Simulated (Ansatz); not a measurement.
# Si₂N₂H₈: a spread of methods and bases, part 2 of 2

Ansatz 0.2.0, Gaussian basis; the settings change from run to run. The steps go on from the part before.

## 7. LC-wPBE/def2-mTZVP

Set apart from the defaults: atoms shaken by 0.08 Å.

Input file in.yaml:

```yaml
crystal:
  periodic: [false, false, false]
  atoms:
    - {symbol: N, position_ang: [-1.010074, 0.943389, -0.638153]}
    - {symbol: N, position_ang: [-0.017670, 0.199081, -0.112061]}
    - {symbol: Si, position_ang: [-0.186805, -0.244124, 1.566010]}
    - {symbol: Si, position_ang: [0.880541, -0.486804, -1.377420]}
    - {symbol: H, position_ang: [-2.132882, 0.497771, -0.325539]}
    - {symbol: H, position_ang: [-0.935393, 1.881792, -0.213178]}
    - {symbol: H, position_ang: [1.191568, -1.148057, 2.007980]}
    - {symbol: H, position_ang: [-1.458871, -0.745896, 1.845080]}
    - {symbol: H, position_ang: [-0.099569, 1.069289, 2.293945]}
    - {symbol: H, position_ang: [1.796949, 0.672826, -1.984059]}
    - {symbol: H, position_ang: [0.116601, -1.234247, -2.492377]}
    - {symbol: H, position_ang: [2.019502, -1.242576, -0.866226]}
basis:
  gaussian: {orbitals: def2-mTZVP}
hamiltonian: {xc: {name: LC-wPBE}}
```

On the command line:

```
ansatz run in.yaml --threads 4 --pin off --events-out ev --progress --plain --max-ram 10444MiB
```

Standard output (excerpt; [...] marks lines left out):

```text
Functional definition: LC-wPBE
  name "LC-wPBE"
  cite "Vydrov & Scuseria, J. Chem. Phys. 125, 234109 (2006) doi:10.1063/1.2409292"
  cite "Heyd & Scuseria, J. Chem. Phys. 120, 7274 (2004) doi:10.1063/1.1668634"
  cite "Ernzerhof & Perdew, J. Chem. Phys. 109, 3313 (1998) doi:10.1063/1.476928"
  cite "Perdew, Burke & Ernzerhof, Phys. Rev. Lett. 77, 3865 (1996) doi:10.1103/PhysRevLett.77.3865"
  parent pbe
[...]
1056 factors; their error is unknown
416 factors; integrals over basis functions are off by at most 6.5e-6 eV
[...]
mean field -18857.65625234 eV, -693.0060850950 hartree, gradient 2.6e-5 eV, S^2 0.000000; 0 other end points of the search recorded, 0 dependent functions left out
reference -18857.65625235 eV, -693.0060850954 hartree; 25, 25 occupied and 81, 81 virtual orbitals, 1056 factors
Total energy: -18857.65625235 eV, -693.0060850954 hartree
```

Run time: 0.95 s. Hardware: 4 threads of Arm Neoverse V2, shared host.

## 8. CAM-B3LYP/x2c-TZVPPall

This run has a grid of angular degree 47, D3(BJ) with three-body dispersion.

Input file in.yaml:

```yaml
crystal:
  periodic: [false, false, false]
  atoms:
    - {symbol: N, position_ang: [-1.105944, 0.953020, -0.619598]}
    - {symbol: N, position_ang: [-0.090427, 0.087743, -0.097703]}
    - {symbol: Si, position_ang: [-0.113442, -0.243578, 1.596675]}
    - {symbol: Si, position_ang: [0.958898, -0.433904, -1.369866]}
    - {symbol: H, position_ang: [-2.022964, 0.559127, -0.436034]}
    - {symbol: H, position_ang: [-1.051942, 1.860330, -0.168304]}
    - {symbol: H, position_ang: [1.013648, -1.151131, 1.923352]}
    - {symbol: H, position_ang: [-1.410192, -0.871433, 1.981565]}
    - {symbol: H, position_ang: [0.003040, 1.025230, 2.371559]}
    - {symbol: H, position_ang: [1.633793, 0.721392, -2.018370]}
    - {symbol: H, position_ang: [0.208445, -1.182900, -2.412182]}
    - {symbol: H, position_ang: [1.977088, -1.323896, -0.751104]}
basis:
  gaussian: {orbitals: x2c-TZVPPall, final_grid: {core_spheres: 20, valence_spheres: 16, degree: 47}}
hamiltonian: {xc: {name: CAM-B3LYP}, dispersion: d3bjatm}
```

The command is unchanged.

Standard output (excerpt; [...] marks lines left out):

```text
Functional definition: CAM-B3LYP
  name "CAM-B3LYP"
  cite "Yanai, Tew & Handy, Chem. Phys. Lett. 393, 51 (2004) doi:10.1016/j.cplett.2004.06.011"
  cite "Iikura, Tsuneda, Yanai & Hirao, J. Chem. Phys. 115, 3540 (2001) doi:10.1063/1.1383587"
  cite "Becke, Phys. Rev. A 38, 3098 (1988) doi:10.1103/PhysRevA.38.3098"
  cite "Lee, Yang & Parr, Phys. Rev. B 37, 785 (1988) doi:10.1103/PhysRevB.37.785"
  cite "Vosko, Wilk & Nusair, Can. J. Phys. 58, 1200 (1980) doi:10.1139/p80-159"
[...]
  # Exact exchange under (alpha + beta erf(omega r))/r, Becke's under what is left of 1/r.
[...]
1386 factors; their error is unknown
372 factors; integrals over basis functions are off by at most 1.5e-5 eV
[...]
mean field -18900.97800172 eV, -694.5981300201 hartree, gradient 3.2e-5 eV, S^2 0.000000; 0 other end points of the search recorded, 0 dependent functions left out
reference -18900.97815398 eV, -694.5981356156 hartree; 25, 25 occupied and 233, 233 virtual orbitals, 1386 factors
Total energy: -18901.20412009 eV, -694.6064397169 hartree
Relativity: scalar
```

Wall time 3.3 s (4 threads of Arm Neoverse V2, shared host); peak memory 0.63 GiB.

## 9. wB97/def2-SVPD

Changes to in.yaml since step 8:

```diff
@@ -16,3 +16,4 @@
 basis:
-  gaussian: {orbitals: x2c-TZVPPall, final_grid: {core_spheres: 20, valence_spheres: 16, degree: 47}}
-hamiltonian: {xc: {name: CAM-B3LYP}, dispersion: d3bjatm}
+  gaussian: {orbitals: def2-SVPD}
+hamiltonian: {xc: {name: wB97}}
+output: {forces: true}
```

Launched as before.

Standard output (excerpt; [...] marks lines left out):

```text
Functional definition: wB97
  name "wB97"
  cite "Chai & Head-Gordon, J. Chem. Phys. 128, 084106 (2008) doi:10.1063/1.2834918"
  cite "Becke, J. Chem. Phys. 107, 8554 (1997) doi:10.1063/1.475007"
[...]
  # The coefficients of nought are those of the uniform gas.
[...]
      + integral(e_c_pw_opposite_spin*poly(b97_u_opposite, 1, cos1, cos2, cos3, cos4))
1318 factors; their error is unknown
711 factors; integrals over basis functions are off by at most 8.6e-6 eV
[...]
mean field -18857.21260633 eV, -692.9897814047 hartree, gradient 4.9e-5 eV, S^2 0.000000; 0 other end points of the search recorded, 0 dependent functions left out
[...]
reference -18857.21259298 eV, -692.9897809142 hartree; 25, 25 occupied and 127, 127 virtual orbitals, 1318 factors
Total energy: -18857.21259298 eV, -692.9897809142 hartree
[...]
Atom 2 at    -0.113442    -0.243578     1.596675 Å, force     0.001521    -0.109957     0.519654 eV/Å
Atom 3 at     0.958898    -0.433904    -1.369866 Å, force     0.359363    -0.192203    -0.372802 eV/Å
Atom 4 at    -2.022964     0.559127    -0.436034 Å, force    -0.206544    -0.057578    -0.034696 eV/Å
Atom 5 at    -1.051942     1.860330    -0.168304 Å, force    -0.002174     0.215515     0.021627 eV/Å
Atom 6 at     1.013648    -1.151131     1.923352 Å, force     0.089568    -0.068694     0.014157 eV/Å
Atom 7 at    -1.410192    -0.871433     1.981565 Å, force    -0.100777    -0.044941     0.031208 eV/Å
Atom 8 at     0.003040     1.025230     2.371559 Å, force     0.006201     0.097025     0.060338 eV/Å
Atom 9 at     1.633793     0.721392    -2.018370 Å, force     0.047071     0.092936    -0.050176 eV/Å
Atom 10 at     0.208445    -1.182900    -2.412182 Å, force    -0.062604    -0.054565    -0.081198 eV/Å
Atom 11 at     1.977088    -1.323896    -0.751104 Å, force     0.097125    -0.082253     0.048965 eV/Å
Dipole moment:    -0.178219     0.090277     0.208585 e Å
```

Wall time 3.7 s (4 threads of Arm Neoverse V2, shared host).

Largest force 0.618 eV/Å, dipole 1.39 D.

## 10. B97/cc-pVDZ

Options: charge +1, multiplicity 2, coordinates scaled by 0.96.

Input file in.yaml:

```yaml
crystal:
  periodic: [false, false, false]
  atoms:
    - {symbol: N, position_ang: [-1.061706, 0.914899, -0.594814]}
    - {symbol: N, position_ang: [-0.086810, 0.084233, -0.093795]}
    - {symbol: Si, position_ang: [-0.108905, -0.233835, 1.532808]}
    - {symbol: Si, position_ang: [0.920542, -0.416548, -1.315072]}
    - {symbol: H, position_ang: [-1.942045, 0.536762, -0.418592]}
    - {symbol: H, position_ang: [-1.009864, 1.785917, -0.161572]}
    - {symbol: H, position_ang: [0.973102, -1.105086, 1.846418]}
    - {symbol: H, position_ang: [-1.353784, -0.836576, 1.902302]}
    - {symbol: H, position_ang: [0.002918, 0.984221, 2.276697]}
    - {symbol: H, position_ang: [1.568441, 0.692537, -1.937635]}
    - {symbol: H, position_ang: [0.200107, -1.135584, -2.315694]}
    - {symbol: H, position_ang: [1.898005, -1.270940, -0.721060]}
basis:
  gaussian: {orbitals: cc-pVDZ}
total_charge: 1
magnetization: {spin_polarized: true, initial_magnetization: 1}
hamiltonian: {xc: {name: B97}}
```

The command is unchanged.

Standard output (excerpt; [...] marks lines left out):

```text
Functional definition: B97
  name "B97"
  cite "Becke, J. Chem. Phys. 107, 8554 (1997) doi:10.1063/1.475007"
[...]
      + integral(e_c_pw_opposite_spin*poly(b97_u_opposite, cos0, cos1, cos2))
981 factors; integrals over basis functions are off by at most 1.2e-3 eV
[...]
mean field -18851.85334611 eV, -692.7928322243 hartree, gradient 7.9e-6 eV, S^2 0.755642; 3 other end points of the search recorded, 0 dependent functions left out
reference -18851.85337228 eV, -692.7928331860 hartree; 25, 24 occupied and 79, 80 virtual orbitals, 981 factors
Total energy: -18851.85337228 eV, -692.7928331860 hartree
```

Wall time 12 s (4 threads of Arm Neoverse V2, shared host).

⟨S²⟩ 0.756.

## 11. The runs in one table

| level | charge | multiplicity | geometry | functions | energy (eV) | time |
| --- | --- | --- | --- | --- | --- | --- |
| wB97X/STO-3G | 0 | 1 | relaxed | 36 | -18641.752 | 1.3 s |
| B97M-V/6-31G | 0 | 1 | relaxed | 60 | -18856.527 | 1.5 s |
| B3LYP/6-31++G** | 0 | 1 | shaken | 132 | -18857.234 | 1.5 s |
| PBE0/def2-TZVP | 1 | 2 | relaxed | 184 | -18847.789 | 21 s |
| CAM-B3LYP/aug-pcseg-2 | 1 | 2 | relaxed | 376 | -18857.484 | 11 s |
| LC-wPBE/def2-mTZVP | 0 | 1 | shaken | 106 | -18857.656 | 0.95 s |
| CAM-B3LYP/x2c-TZVPPall | 0 | 1 | relaxed | 258 | -18901.204 | 3.3 s |
| wB97/def2-SVPD | 0 | 1 | relaxed | 152 | -18857.213 | 3.7 s |
| B97/cc-pVDZ | 1 | 2 | scaled | 104 | -18851.853 | 12 s |

## 12. Outcome

The summary covers parts 1 to 2.

```
                                         quantity                       value
                                             runs                           9
                                         quickest  LC-wPBE/def2-mTZVP, 0.95 s
                                          slowest        PBE0/def2-TZVP, 21 s
spread of total energies, same state and geometry                    259.5 eV
                  dipole, same state and geometry              1.30 to 1.39 D
```

In words: Run time spans a factor of 22, from LC-wPBE/def2-mTZVP to PBE0/def2-TZVP. The jobs differ in tasks and options as well as level. Total energies at one charge and spin differ by 259 eV between levels, so only differences within one level mean anything. Some of these runs are scalar-relativistic and others not, which shifts the totals of all-electron atoms past neon by eV; core potentials, where a basis has them, take the core out of the total altogether. At the PBE0-D4/def2-TZVP geometry and in the same state, runs without warnings or point charges leave forces up to 2.55 eV/Å (wB97X/STO-3G).
